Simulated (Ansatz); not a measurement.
# B2H2S2O (SMILES SB1OBS1): wB97X/cc-pVDZ

What is the electronic atomisation energy of B2H2S2O at wB97X/cc-pVDZ? 

The calculation is run with Ansatz 0.2.0.

67 further runs of the same task are left out: 67 set aside as unsound or not needed. Runs told in other sessions of the task aren't counted.

**1. The system as given**

B2H2S2O: 7 atoms, total charge 0, spin state singlet. SMILES: `SB1OBS1`. Geometry: relaxed at PBE0-D4/def2-TZVP. This is one conformer, not always the lowest.

Bond lengths: S1–B2 1.781 Å, B2–O3 1.394 Å, O3–B4 1.387 Å, B2–S5 1.841 Å, B4–S5 1.832 Å, S1–H6 1.345 Å, B4–H7 1.189 Å. Angles: S1–B2–O3 127.3°, S1–B2–S5 130.2°, O3–B2–S5 102.6°, B2–O3–B4 89.7°, O3–B4–S5 103.3°, B2–S5–B4 64.5°, B2–S1–H6 94.6°, O3–B4–H7 125.5°, S5–B4–H7 131.2°.

**2. The energy at wB97X/cc-pVDZ**

File molecule.yaml:

```yaml
basis:
  gaussian: {orbitals: cc-pVDZ}
crystal:
  periodic: [false, false, false]
  atoms:
    - symbol: S
      position_ang: [-1.594700, 0.794600, 1.402500]
    - symbol: B
      position_ang: [-0.211900, 0.312100, 0.389500]
    - symbol: O
      position_ang: [-0.181400, -0.697300, -0.571400]
    - symbol: B
      position_ang: [1.146800, -0.395600, -0.834200]
    - symbol: S
      position_ang: [1.501400, 0.981700, 0.321000]
    - symbol: H
      position_ang: [-2.432400, -0.120800, 0.882800]
    - symbol: H
      position_ang: [1.833600, -0.942500, -1.636000]
hamiltonian: {xc: {name: wB97X}}
accuracy: high
output: {orbitals: {seedname: orbitals}}
```

Launch:

```sh
$ ansatz run molecule.yaml --threads 1 --pin off --max-ram 2610MiB --events-out events.jsonl --progress --plain --runs-dir runs
```

Output:

```text
Warning: RAYON_NUM_THREADS=1 ignored (pool sized by the plan → 1); use --threads N
Functional definition: wB97X
  name "wB97X"
  parameter omega = 0.3/bohr
  parameter cx = 0.157706
  parameter cx1 = 0.726479
  parameter cx2 = 1.04760
  parameter cx3 = -5.70635
  parameter cx4 = 13.2794
  parameter css1 = -4.33879
  parameter css2 = 18.2308
  parameter css3 = -31.7430
  parameter css4 = 17.2901
  parameter cos1 = 2.37031
  parameter cos2 = -11.3995
  parameter cos3 = 6.58405
  parameter cos4 = -3.78132
  exchange = spin_sum(e_x_unif_sr(omega)*poly(b97_u_x, 1 - cx, cx1, cx2, cx3, cx4)) + cx*exact_x_sr(omega)
      + exact_x_lr(omega)
  correlation = spin_sum(e_c_pw_same_spin*poly(b97_u_same, 1, css1, css2, css3, css4))
      + integral(e_c_pw_opposite_spin*poly(b97_u_opposite, 1, cos1, cos2, cos3, cos4))
2018 factors; integrals over basis functions are off by at most 3.3e-9 eV
386 factors; integrals over basis functions are off by at most 2.0e-9 eV
mean field evaluation 1: about -25102.6751 eV, gradient 4.0e1 eV
mean field evaluation 2: about -25102.3038 eV, gradient 4.7e1 eV
mean field evaluation 4: about -25105.8817 eV, gradient 1.6e0 eV
mean field evaluation 8: about -25106.0373 eV, gradient 1.0e-1 eV
mean field evaluation 16: about -25106.0373 eV, gradient 7.8e-5 eV
mean field -25106.03734004 eV, -922.6298547630 hartree, gradient 2.8e-8 eV, S^2 0.000000; 0 other end points of the search recorded, 0 dependent functions left out
reference -25106.03733739 eV, -922.6298546659 hartree; 26, 26 occupied and 62, 62 virtual orbitals, 2018 factors
Total energy: -25106.03733739 eV, -922.6298546659 hartree
```

Run time: 34 s. Hardware: 1 thread of Arm Neoverse V2, shared host; peak memory 0.53 GiB.

**3. The B atom at the same level**

File job.yaml:

```yaml
basis:
  gaussian:
    orbitals: cc-pVDZ
crystal:
  periodic: [false, false, false]
  atoms:
    - {symbol: B, position_ang: [0.000000, 0.000000, 0.000000]}
magnetization:
  spin_polarized: true
  initial_magnetization: 1
hamiltonian:
  xc: {name: wB97X}
accuracy: high
```

Run the same way, it converges to -24.64938 Eh (log not shown).

**4. The H atom at the same level**

File molecule.yaml:

```yaml
crystal:
  periodic: [false, false, false]
  atoms:
    - {symbol: H, position_ang: [0.000000, 0.000000, 0.000000]}
basis:
  gaussian:
    orbitals: cc-pVDZ
hamiltonian:
  xc: {name: wB97X}
accuracy: high
magnetization:
  spin_polarized: true
  initial_magnetization: 1
```

Launch:

```sh
$ ansatz run molecule.yaml --threads 1 --pin off --max-ram 2610MiB --events-out events.jsonl --progress --plain --runs-dir runs
```

Output, shortened:

```text
Warning: RAYON_NUM_THREADS=1 ignored (pool sized by the plan → 1); use --threads N
[... 2 set-up lines as earlier in the session ...]
[...]
      + exact_x_lr(omega)
[...]
      + integral(e_c_pw_opposite_spin*poly(b97_u_opposite, 1, cos1, cos2, cos3, cos4))
15 factors; integrals over basis functions are off by at most 4.6e-8 eV
15 factors; integrals over basis functions are off by at most 1.0e-9 eV
[...]
mean field -13.62208925 eV, -0.5006025464 hartree, gradient 3.8e-9 eV, S^2 0.750000; 0 other end points of the search recorded, 0 dependent functions left out
reference -13.62208946 eV, -0.5006025542 hartree; 1, 0 occupied and 4, 5 virtual orbitals, 15 factors
Total energy: -13.62208946 eV, -0.5006025542 hartree
```

It took 0.42 s on 1 thread of Arm Neoverse V2, shared host.

**5. The O atom, same level**

File input.yaml:

```yaml
crystal:
  periodic: [false, false, false]
  atoms:
    - {symbol: O, position_ang: [0.000000, 0.000000, 0.000000]}
basis:
  gaussian:
    orbitals: cc-pVDZ
magnetization:
  spin_polarized: true
  initial_magnetization: 2
hamiltonian:
  xc: {name: wB97X}
accuracy: high
```

Launch:

```sh
$ ansatz run input.yaml --threads 1 --pin off --max-ram 2610MiB --events-out events.jsonl --progress --plain --runs-dir runs
```

Output, shortened:

```text
Warning: RAYON_NUM_THREADS=1 ignored (pool sized by the plan → 1); use --threads N
[... 2 set-up lines as earlier in the session ...]
[...]
      + exact_x_lr(omega)
[...]
      + integral(e_c_pw_opposite_spin*poly(b97_u_opposite, 1, cos1, cos2, cos3, cos4))
96 factors; integrals over basis functions are off by at most 1.3e-9 eV
51 factors; integrals over basis functions are off by at most 7.0e-10 eV
[...]
mean field -2042.22129346 eV, -75.0502482675 hartree, gradient 5.9e-8 eV, S^2 2.002824; 0 other end points of the search recorded, 0 dependent functions left out
reference -2042.22129313 eV, -75.0502482551 hartree; 5, 3 occupied and 9, 11 virtual orbitals, 96 factors
Total energy: -2042.22129313 eV, -75.0502482551 hartree
```

Run time: 1.1 s. Hardware: 1 thread of Arm Neoverse V2, shared host; peak memory 0.13 GiB.

**6. The S atom**

File input.yaml:

```yaml
crystal:
  periodic: [false, false, false]
  atoms:
    - {symbol: S, position_ang: [0.000000, 0.000000, 0.000000]}
basis:
  gaussian: {orbitals: cc-pVDZ}
hamiltonian: {xc: {name: wB97X}}
accuracy: high
magnetization: {spin_polarized: true, initial_magnetization: 2}
```

Run the same way, it converges to -398.10192 Eh (log not shown).

**7. Summary of results**

Level: wB97X/cc-pVDZ.

| quantity | value |
| --- | --- |
| molecule: total energy | -922.62985 Eh |
| molecule: HOMO energy | -10.11 eV |
| molecule: LUMO energy | 1.08 eV |
| molecule: HOMO–LUMO gap | 11.20 eV |
| B atom: total energy | -24.64938 Eh |
| B atom: ⟨S²⟩ | 0.753 |
| H atom: total energy | -0.50060 Eh |
| H atom: ⟨S²⟩ | 0.750 |
| O atom: total energy | -75.05025 Eh |
| O atom: ⟨S²⟩ | 2.003 |
| S atom: total energy | -398.10192 Eh |
| S atom: ⟨S²⟩ | 2.003 |
| electronic atomisation energy | 29.274 eV |

What this shows: Taking the molecule apart into free atoms costs 29.27 eV (675 kcal/mol), before zero-point energy and without spin-orbit coupling.
